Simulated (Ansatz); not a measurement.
# W2N: a trial structure relaxed

Aim: relax W2N from this start, CaC2 type (I4/mmm, No. 139), and see where it ends.

Computed with Ansatz 0.2.0 (DFT PBE, scalar-relativistic, plane waves, PAW, unless a step's input says otherwise).

3 further runs of the same task are left out: 3 set aside as unsound or not needed.

**1. The starting structure**

The structure is tetragonal, space group I4/mmm (No. 139). The conventional cell has a = 3.689 Å, b = 3.689 Å, c = 6.050 Å, α = 90.00°, β = 90.00°, γ = 90.00°. W (site symmetry 4mm) is surrounded by 1 W at 1.13 Å. N (site symmetry 4/mmm) has 10 W at 2.46 to 2.67 Å as nearest neighbours.

As a file:

```
W N
1.0
    -1.84434    1.84434    3.02490
     1.84434   -1.84434    3.02490
     1.84434    1.84434   -3.02490
W N
2 1
Direct
  0.59300 0.59300 0.00000
  0.40700 0.40700 0.00000
  0.00000 0.00000 0.00000
```

(A quick probe on a coarse mesh, which set the mesh and smearing, is not shown.)

**3. A loose first relaxation**

input.yaml reads:

```yaml
crystal:
  lattice:
    - [-1.8443375516, 1.8443375516, 3.0249032337]
    - [1.8443375516, -1.8443375516, 3.0249032337]
    - [1.8443375516, 1.8443375516, -3.0249032337]
  atoms:
    - { symbol: W, position: [0.593, 0.593, 0.0] }
    - { symbol: W, position: [0.407, 0.407, 0.0] }
    - { symbol: "N", position: [0.0, 0.0, 0.0] }
basis:
  ecutwfc: 420
kpoints:
  mp_grid: { grid: [6, 6, 6] }
hamiltonian:
  xc: pbe
scf:
  occupations: { method: gaussian, width: 0.1 }
  lower_state_search: "off"
output:
  forces: true
  stress: true
  eigenvalues: true
relax:
  adjacent_minimum: "off"
  f_tol: 0.04
  max_steps: 70
  cell: { stress_tol: 0.4 }
```

Command:

```
> ansatz run input.yaml --threads 1 --pin off --max-ram 2560MiB --backend cpu --events-out ev --progress --plain --runs-dir out
```

The session goes on with these runs: full relaxation.

**Question.** What will these runs give?

The runs gave:

Formation energies count from the elements, computed with the same settings in runs not shown here.

```
                          quantity                                                                      value
               cell (conventional)  a = 2.721 Å, b = 2.721 Å, c = 9.833 Å, α = 90.00°, β = 90.00°, γ = 90.00°
                       space group                                                           I4/mmm (No. 139)
                            volume                                                              12.13 Å³/atom
                   gap on the mesh                                                               none (metal)
formation energy from the elements                                                             +0.492 eV/atom
```

What this shows: The space group stayed I4/mmm, and from the first guess the volume went from 13.72 to 12.13 Å³/atom. The formation energy of +0.49 eV/atom is positive, so the elements lie lower than this structure; another structure of the compound can lie lower. The runs treat W without spin-orbit coupling. The final runs have no spin polarisation, so no magnetic state was tried and one may lie lower. Where forces pass 15 eV/Å atoms stand far too close, the PAW spheres overlap strongly and those numbers are rough.
